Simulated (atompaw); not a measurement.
# Pseudopotential generation for mercury: PAW (atompaw), PBE

Aim: build the potential from the settings below, then test how well it stands in for the atom: scattering, ghost states and the plane-wave cutoff that it needs.

The numbers are computed with atompaw 4.2.0.5 (PBE, scalar-relativistic, spin-unpolarised reference atom).

## (1) The design

Typed settings, in words:

```
element                 : mercury (Hg, Z = 80)
type                    : PAW
frozen core             : [Kr] 4d10 4f14
valence charge          : 20
reference configuration : 5s2 5p6 5d10 6s1 6p1
partial waves           : 5s (bound): rc 1.55 bohr; 6s (bound): rc 1.85 bohr; 5p (bound): rc 1.80 bohr; 6p (bound): rc 0.45 bohr; 5d (bound): rc 1.85 bohr; 5d channel at -0.55 Ry: rc 1.85 bohr
local potential         : bessel scheme, radius 1.60 bohr
core correction         : smooth core density matched at 1.20 bohr
augmentation charge     : sinc compensation charge, radius 1.85 bohr; PAW radius 1.85 bohr; waves and projectors: custom rrkj vanderbiltortho
```

An earlier all-electron run gives the scale for the radii.

All-electron outer shells of the reference configuration (PBE, scalar-relativistic, ld1.x):

| shell | level (eV) | outermost node (bohr) | outermost maximum (bohr) |
| --- | --- | --- | --- |
| 4d | -350.98 | 0.20 | 0.40 |
| 5s | -120.44 | 0.47 | 0.82 |
| 4f | -98.13 | – | 0.37 |
| 5p | -68.79 | 0.51 | 0.93 |
| 5d | -12.03 | 0.55 | 1.17 |
| 6s | -8.39 | 1.08 | 2.18 |
| 6p | -2.08 | 1.27 | 3.14 |

## (2) The generation run

File Hg.input:

```
Hg 80
GGA-PBE scalarrelativistic loggrid 2001 logderivrange -11 5 401
6 6 5 4 0 0
6 0 1
6 1 1
0 0 0
c
c
c
c
v
v
c
c
c
v
v
c
c
v
c
2
1.85 1.85 1.60 1.20
n
n
y
-0.55
n
custom rrkj vanderbiltortho sinc
bessel
1.55
1.85
1.80
0.45
1.85
1.85
PWSCFOUT
UPFDX 0.0125d0 UPFXMIN -7.d0 UPFZMESH 80.d0
END
```

Launch:

```bash
atompaw < Hg.input > Hg.log
```

Q: Predict the outcome of this session. Wanted: cutoffs for 10 and 1 mRy, occupied levels; bound ghosts; largest phase difference near zero energy, channels read; lowest eigenvalue of the overlap; share of valence orbitals outside the PAW sphere; UPF file.

**Answer**, as computed:

| quantity | value |
| --- | --- |
| cutoffs for 10 and 1 mRy, occupied levels | 100 Ry and 200 Ry |
| bound ghosts | none found |
| largest phase difference near zero energy, channels read | 0.010 rad |
| lowest eigenvalue of the overlap (Bessel basis) | 0.185 (p) |
| share of valence orbitals outside the PAW sphere | 5s 1 %, 6s 80 %, 5p 3 %, 6p 96 %, 5d 23 % |
| UPF file | written |

The potential is hard: the looser tolerance needs 100 Ry. The slowest occupied level is 6p: taken alone it needs 200 Ry to come within 1 mRy, against 40 Ry for 5s. It is free of bound ghosts as far as tested. Near zero energy the phases of the channels with partial waves agree within 0.010 rad. Note that the frozen 4f shell (-98 eV) lies higher than the valence 5s shell (-120 eV).
